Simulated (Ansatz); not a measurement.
What does this script print? It uses the Python package of Ansatz (0.2.0).

The script, `scan_clh5si2te.py`:
```python
import logging
import sys

import ansatz as az
import matplotlib.pyplot as plt
import numpy as np

logging.basicConfig(stream=sys.stdout, format="%(levelname)s %(message)s")
logger = logging.getLogger("calc")
logger.setLevel(logging.INFO)

GEOMETRY = """
Cl   -2.17220    1.00350   -0.53490
Si   -0.44380    1.13500    0.55000
Si    0.60580   -0.80700    0.35620
Te    1.22810   -1.22850   -2.02640
H    -0.74430    1.39150    1.94740
H     0.40840    2.23170    0.02090
H    -0.18650   -1.88590    0.89420
H     1.92770   -0.73310    1.13450
H    -0.53460   -1.15350   -2.35910
"""

molecule = az.Crystal.molecule()
for line in GEOMETRY.strip().splitlines():
    symbol, *xyz = line.split()
    molecule = molecule.atom(symbol, [float(v) for v in xyz])

symbols = [site.symbol for site in molecule.cartesian_sites]
start = np.array([site.position_ang for site in molecule.cartesian_sites])
axis = (start[3] - start[2]) / np.linalg.norm(start[3] - start[2])
moving = [3, 8]
lengths, energies = [2.199, 2.298, 2.398, 2.498, 2.598, 2.698, 2.798, 2.948], []
for length in lengths:
    xyz = start.copy()
    xyz[moving] += (length - np.linalg.norm(start[3] - start[2])) * axis
    point = az.Crystal.molecule()
    for symbol, place in zip(symbols, xyz):
        point = point.atom(symbol, place.tolist())
    base = (
        point.calculation()
        .basis(gaussian="def2-SVP")
        .functional("pbe")
    )
    report = base.run().report
    energies.append(report["free_energy_ev"])
    logger.info(f"r = {length:6.3f} A  E = {energies[-1]:.5f} eV  <S^2> = {abs(report['mean_field']['state']['spin_squared']):.3f}")

fit = np.polynomial.Polynomial.fit(lengths, np.array(energies) - min(energies), 4).convert()
roots = [r.real for r in fit.deriv().roots() if abs(r.imag) < 1e-9 and fit.deriv(2)(r.real) > 0]
r_e = min(roots, key=lambda r: abs(r - lengths[int(np.argmin(energies))]))
logger.info(f"minimum of the fit at {r_e:.4f} A, force constant {fit.deriv(2)(r_e):.2f} eV/A^2")
plt.figure(figsize=(4.5, 3))
plt.plot(lengths, np.array(energies) - min(energies), "o-")
plt.xlabel("bond length (A)")
plt.ylabel("E - E(min) (eV)")
plt.tight_layout()
plt.savefig("scan.png", dpi=100)
```

```console
$ python scan_clh5si2te.py
INFO r =  2.199 A  E = -35630.20906 eV  <S^2> = 0.000
INFO r =  2.298 A  E = -35630.68790 eV  <S^2> = 0.000
INFO r =  2.398 A  E = -35630.94711 eV  <S^2> = 0.000
INFO r =  2.498 A  E = -35631.04685 eV  <S^2> = 0.000
INFO r =  2.598 A  E = -35631.03515 eV  <S^2> = 0.000
INFO r =  2.698 A  E = -35630.94702 eV  <S^2> = 0.000
INFO r =  2.798 A  E = -35630.80803 eV  <S^2> = 0.000
INFO r =  2.948 A  E = -35630.54370 eV  <S^2> = 0.000
INFO minimum of the fit at 2.5323 A, force constant 9.78 eV/A^2
```

Total energies depend on the basis set; only differences at equal settings carry meaning. The rest of the molecule is held rigid at a force-field or estimated start geometry, and the basis set is modest; single-reference methods fail as a bond breaks. def2 sets replace the cores of elements past krypton by effective core potentials. The orbitals are restricted, so S² is zero by construction. The whole script took 14 s on 1 thread of Intel(R) Xeon(R) Processor @ 2.30GHz, with other jobs on the host, peak memory 0.29 GiB.
